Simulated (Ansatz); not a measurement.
# CH₃BFN: up Jacob's ladder to CCSD(T)

An exercise on one series of results from a longer session: the logs are not shown, and one member is left open.

Program: Ansatz 0.2.0, Gaussian basis. Level of theory: functionals in def2-TZVPP, the program's frozen cores in correlated methods. These are calculated values, not measurements.

Plan: LDA (SPW92), PBE-D4, revPBE-D4, BLYP-D4, r2SCAN-D4, B97M-V, PBE0-D4, B3LYP-D4, r2SCANh-D4, r2SCAN0-D4, HSE06-D4, BHLYP-D4, CAM-B3LYP-D4, LC-ωPBE, ωB97X-V, ωB97M-V, B2PLYP, PBE-QIDH; CCSD(T)/def2-SVP; CCSD(T)/def2-TZVPP; MP2/def2-QZVPP; extrapolation to the limit; RPA on PBE.

### The geometry

The geometry comes from an earlier relaxation with PBE0-D4 in a triple-zeta def2 set; it is a stationary point, not always the lowest conformer.

SMILES `BN=CF`, 7 atoms, charge 0, spin multiplicity 1.

Atoms are counted from 1 here; the program's logs count them from 0.

Bond lengths: B1–N2 1.364 Å, B1–H5 1.196 Å, B1–H6 1.196 Å, N2–C3 1.223 Å, C3–F4 1.339 Å, C3–H7 1.088 Å. Angles: N2–B1–H5 118.7°, N2–B1–H6 118.8°, H5–B1–H6 122.5°, B1–N2–C3 178.6°, N2–C3–F4 122.5°, N2–C3–H7 126.7°, F4–C3–H7 110.8°.

As a file:

```
atom    x (Å)    y (Å)    z (Å)
  B1  -0.4805   1.0898   0.5710
  N2   0.0186  -0.0086  -0.0662
  C3   0.4669  -1.0069  -0.6116
  F4   0.7400  -2.1321   0.0605
  H5   0.2844   1.8972   1.0098
  H6  -1.6663   1.2143   0.6596
  H7   0.6981  -1.1217  -1.6690
```

The first run:

Input file in.yaml:

```yaml
crystal:
  periodic: [false, false, false]
  atoms:
    - {symbol: B, position_ang: [-0.480509, 1.089814, 0.570995]}
    - {symbol: N, position_ang: [0.018623, -0.008609, -0.066170]}
    - {symbol: C, position_ang: [0.466851, -1.006940, -0.611614]}
    - {symbol: F, position_ang: [0.739970, -2.132138, 0.060493]}
    - {symbol: H, position_ang: [0.284416, 1.897205, 1.009758]}
    - {symbol: H, position_ang: [-1.666268, 1.214316, 0.659632]}
    - {symbol: H, position_ang: [0.698116, -1.121749, -1.668994]}
basis:
  gaussian: {orbitals: def2-TZVPP}
hamiltonian: {xc: lda}
output: {orbitals: {seedname: orbitals}}
```

On the command line:

```bash
$ ansatz run in.yaml --threads 2 --pin off --events-out ev --progress --plain --max-ram 4352MiB
```

Among the steps run: LDA; PBE-D4 (GGA); revPBE-D4 (GGA); BLYP-D4 (GGA); r2SCAN-D4 (meta-GGA); B97M-V (meta-GGA); PBE0-D4 (hybrid); B3LYP-D4 (hybrid); r2SCANh-D4 (hybrid); r2SCAN0-D4 (hybrid); HSE06-D4 (hybrid); BHLYP-D4 (hybrid); CAM-B3LYP-D4 (range-separated); LC-ωPBE (range-separated); ωB97X-V (range-separated); ωB97M-V (range-separated); B2PLYP (double hybrid); PBE-QIDH (double hybrid).

One table of the session follows, with a row left open; its other results are not shown here.

It belongs to the step «Frontier levels by functional». 

| functional | HOMO (eV) | gap (eV) |
| --- | --- | --- |
| LDA (SPW92) | -7.40 | 5.53 |
| PBE-D4 | ? | ? |
| revPBE-D4 | -7.25 | 5.71 |
| BLYP-D4 | -7.21 | 5.69 |
| r2SCAN-D4 | -7.55 | 6.17 |
| B97M-V | -7.61 | 6.28 |
| PBE0-D4 | -8.61 | 8.07 |
| B3LYP-D4 | -8.42 | 7.60 |
| r2SCANh-D4 | -8.04 | 7.06 |
| r2SCAN0-D4 | -8.78 | 8.39 |
| HSE06-D4 | -8.20 | 7.28 |
| BHLYP-D4 | -9.86 | 10.31 |
| CAM-B3LYP-D4 | -10.00 | 10.52 |
| LC-ωPBE | -11.34 | 13.06 |
| ωB97X-V | -10.97 | 12.59 |
| ωB97M-V | -10.83 | 12.19 |

Estimate the missing values for PBE-D4.

As computed: HOMO (eV): -7.29; gap (eV): 5.67. In the column «HOMO (eV)» it lies between LDA (SPW92) (-7.40) and revPBE-D4 (-7.25).
